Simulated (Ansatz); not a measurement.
Ba2Tl5V3O12 in Ansatz: the effect of Hubbard term

The system is Ba2Tl5V3O12.

```
Ba V Tl O
1.0
     6.48991   -6.67692   -0.04765
     6.48991    6.67692   -0.04765
    -1.96739    0.00000    5.75220
Ba V Tl O
2 3 5 12
Direct
  0.47917 0.52083 0.00000
  0.79264 0.20736 0.00000
  0.65694 0.94605 0.25735
  0.05395 0.34306 0.74265
  0.57442 0.42558 0.50000
  0.49835 0.85629 0.63726
  0.14371 0.50165 0.36274
  0.01508 0.98492 0.50000
  0.30964 0.12677 0.21892
  0.87323 0.69036 0.78108
  0.00390 0.26325 0.44275
  0.59719 0.60676 0.67706
  0.91333 0.42820 0.84635
  0.52536 0.79943 0.20594
  0.68766 0.41628 0.31356
  0.09251 0.20316 0.88601
  0.58372 0.31234 0.68644
  0.79684 0.90749 0.11399
  0.57180 0.08667 0.15365
  0.20057 0.47464 0.79406
  0.73675 0.99610 0.55725
  0.39324 0.40281 0.32294
```

The cell was built by a generator and needn't be a form met in nature.

Alike in all runs:

```yaml
Program: Ansatz 0.2.0
Task: projected density of states
Functional: PBE
Potentials_or_basis: Ansatz PAW
Cutoff: "420 eV (not typed: the program's choice for these potentials)"
k_mesh: 3 × 3 × 5
Occupations: fermi-dirac, width 0.05 eV
Spin: collinear spin, ferromagnetic start
Starting_moments: "[0.0, 0.0, 2.0, 2.0, 2.0, 0.0, 0.0, 0.0, 0.0, 0.0, 0.0, 0.0, 0.0, 0.0, 0.0, 0.0, 0.0, 0.0, 0.0, 0.0, 0.0, 0.0] μB"
Hubbard_projectors: ortho-atomic (the default)
Double_counting: fll (the default)
```

| Hubbard term | gap on the mesh (eV) | pressure (GPa) | largest force (eV/Å) |
| --- | --- | --- | --- |
| V d U = 2 eV | 2.91 | 0.1 | 0.07 |
| V d U = 4 eV | 2.92 | 0.3 | 0.15 |
| V d U = 6 eV | 2.94 | 0.5 | 0.25 |
| V d U = 8 eV | ? | ? | ? |

Problem. What does the run with Hubbard term V d U = 8 eV give?

Solution. gap on the mesh 2.95 eV; pressure 0.7 GPa; largest force 0.37 eV/Å.

Worked out: A straight line through the other rows of the gap on the mesh, of slope 0.0075 eV per eV, extrapolates to 2.95 eV, against the run's 2.95. A straight line through the other rows of the pressure, of slope 0.1 GPa per eV, extrapolates to 0.7 GPa, against the run's 0.7. A straight line through the other rows of the largest force, of slope 0.045 eV/Å per eV, extrapolates to 0.34 eV/Å, against the run's 0.37.

Caveats: the magnetic or orbital state may not be the lowest; odd divisions of the mesh miss points on the zone boundary, where band edges often lie, so the gap on the mesh can be too wide; spin-orbit coupling is left out, which as a rule narrows the gap of such compounds by several tenths of an eV; the starting moments weren't kept.

A k mesh can miss the band edges.
